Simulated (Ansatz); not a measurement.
# Cl3SV: the cost of one run

Method: the settings change from run to run; program: Ansatz 0.2.0, Gaussian basis.

### Step 1. The molecule

The structure was relaxed beforehand with PBE0-D4 in a triple-zeta def2 set.

5 atoms, charge 0, spin multiplicity 1.

Atoms are counted from 1 here; the program's logs count them from 0.

Bond lengths: S1–V2 1.976 Å, V2–Cl3 2.123 Å, V2–Cl4 2.123 Å, V2–Cl5 2.123 Å. Angles: S1–V2–Cl3 108.5°, S1–V2–Cl4 108.5°, S1–V2–Cl5 108.5°, Cl3–V2–Cl4 110.4°, Cl3–V2–Cl5 110.4°, Cl4–V2–Cl5 110.4°.

### Step 2. SVWN5/x2c-TZVPPall

Set apart from the defaults: charge +1, multiplicity 2, a grid of angular degree 47, a point charge of 1.00 e beside it, relativity set to scalar.

in.yaml

```yaml
crystal:
  periodic: [false, false, false]
  atoms:
    - {symbol: S, position_ang: [-0.624209, -0.172056, 1.866007]}
    - {symbol: V, position_ang: [0.007014, -0.015463, 0.000590]}
    - {symbol: Cl, position_ang: [1.705037, -1.265288, -0.243819]}
    - {symbol: Cl, position_ang: [-1.557752, -0.631278, -1.294537]}
    - {symbol: Cl, position_ang: [0.519910, 2.010584, -0.369740]}
basis:
  gaussian: {orbitals: x2c-TZVPPall, final_grid: {core_spheres: 20, valence_spheres: 16, degree: 47}, point_charges: [{charge: 1.00, position_ang: [5.737, -0.885, -0.578]}]}
total_charge: 1
magnetization: {spin_polarized: true, initial_magnetization: 1}
hamiltonian: {xc: {name: SVWN5}, pseudopotentials: {relativity: scalar}}
```

On the command line:

```bash
$ ansatz run in.yaml --threads 4 --pin off --events-out ev --progress --plain --max-ram 10444MiB
```

What time and memory should one allow on 4 threads of Arm Neoverse V1, shared host?

About 23 s, with a peak of 0.96 GiB.
